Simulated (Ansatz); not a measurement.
Task: vertical energies of changing the electron count of CH4GeO, SMILES C[O][GeH], with Ansatz's Python interface. Give the script and its output. Use (for the species named): r2scan0, def2-SVPD basis, multiplicity 1.

Contents of `ch4geo.xyz`:
```text
7

C    -0.44570    0.59930   -0.01680
O    -0.75550   -0.71150    0.24110
Ge    0.59790   -1.66100   -0.41910
H    -0.35350    0.84050   -1.12760
H     0.43220    0.98130    0.46920
H    -1.33850    1.26490    0.36000
H     1.92440   -1.38160    0.44750
```

`ch4geo_ip.py`:
```python
"""Vertical ionisation energy and electron affinity of CH4GeO."""

import ansatz

BASIS_SET = "def2-SVPD"
FUNCTIONAL = "R2SCAN0"


def single_point(molecule, charge=0, unpaired=0):
    calc = (
        molecule.calculation()
        .basis(gaussian=BASIS_SET)
        .functional(FUNCTIONAL)
    )
    if charge:
        calc = calc.charge(charge)
    if unpaired:
        calc = calc.spin("collinear", total=unpaired)
    return calc.run(threads=1).report["free_energy_ev"]

ch4geo = ansatz.Crystal.molecule_from_extxyz("ch4geo.xyz")

# delta-SCF style differences, no relaxation
parent = single_point(ch4geo, 0, 0)
cation = single_point(ch4geo, 1, 1)
print(f"E(N)   = {parent:.5f} eV")
print(f"E(N-1) = {cation:.5f} eV  (1 unpaired)")
print(f"vertical ionisation energy {cation - parent:.3f} eV")
anion = single_point(ch4geo, -1, 1)
print(f"E(N+1) = {anion:.5f} eV  (1 unpaired)")
print(f"vertical electron affinity {parent - anion:.3f} eV" + ("" if anion < parent else " (unbound in this basis)"))
print(f"fundamental gap IP - EA = {cation + anion - 2 * parent:.3f} eV")
```

`python ch4geo_ip.py` gives:
```text
E(N)   = -59653.76064 eV
E(N-1) = -59645.05812 eV  (1 unpaired)
vertical ionisation energy 8.703 eV
E(N+1) = -59654.66700 eV  (1 unpaired)
vertical electron affinity 0.906 eV
fundamental gap IP - EA = 7.796 eV
```

At this unrelaxed geometry removing an electron costs 8.70 eV and adding one releases 0.91 eV.

Total energies depend on the basis set; only differences at equal settings carry meaning. The geometry is a force-field or estimated start, not a minimum of this method, and the basis set is short of its limit. All parts are taken at fixed geometry, without zero-point energy. At an unrelaxed start these energies can be a whole eV from those at the minimum, and a small affinity can change sign. Timing: 32 s on 1 thread of Arm Neoverse V1, with other jobs on the host, peak memory 0.39 GiB.
